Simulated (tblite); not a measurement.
# C5H8BFO: the cost of one run

Programs: tblite 0.8.0 and PySCF 2.14.0, with density-fitted response routines of our own. Each step states its level of theory. These are calculated values for one molecule in the gas phase, unless marked as measured. Atoms are numbered from 0 throughout.

## Step 1: Starting geometry

16 atoms, charge 0, multiplicity 1; geometry from: force field or distance geometry start.

Bonds of the start (Å): C0–C1 1.23, C1–B2 1.52, B2–O3 1.46, O3–C4 1.40, C4–C5 1.50, C4–C6 1.51, C6–F7 1.39, C0–H8 1.06, B2–H9 1.17, C4–H10 1.12, C5–H11 1.11, C5–H12 1.10, C5–H13 1.13, C6–H14 1.11, C6–H15 1.12.

## Step 2: Geometry optimisation with GFN2-xTB

Job settings and geometry (Å):

```
{"job": {"kind": "relax", "xc": "GFN2-xTB", "basis": "xTB"}, "charge": 0, "multiplicity": 1}
C      2.110700     0.533900     2.721100
C      1.976100     0.479800     1.498300
B      1.818300     0.411800    -0.010700
O      0.544400     0.757900    -0.635100
C     -0.461000    -0.139300    -0.241000
C     -1.564300     0.503900     0.543200
C     -0.984600    -0.954200    -1.403900
F      0.107900    -1.660900    -1.885300
H      2.219400     0.603000     3.774700
H      2.773100     0.333100    -0.674200
H      0.037200    -0.873900     0.443600
H     -2.333400    -0.265700     0.782100
H     -2.031200     1.364700     0.048600
H     -1.100900     0.831000     1.517000
H     -1.350000    -0.255300    -2.178200
H     -1.769300    -1.660900    -1.044100
```

Started as:

```console
OMP_NUM_THREADS=1 python probes_run.py task.json out
```

This one command runs all jobs of the session in turn.

Q: Estimate the wall time and peak memory of this first job on 1 thread of Intel Xeon at 2.50GHz, shared host.

About 2.2 s, with a peak of 0.18 GiB.
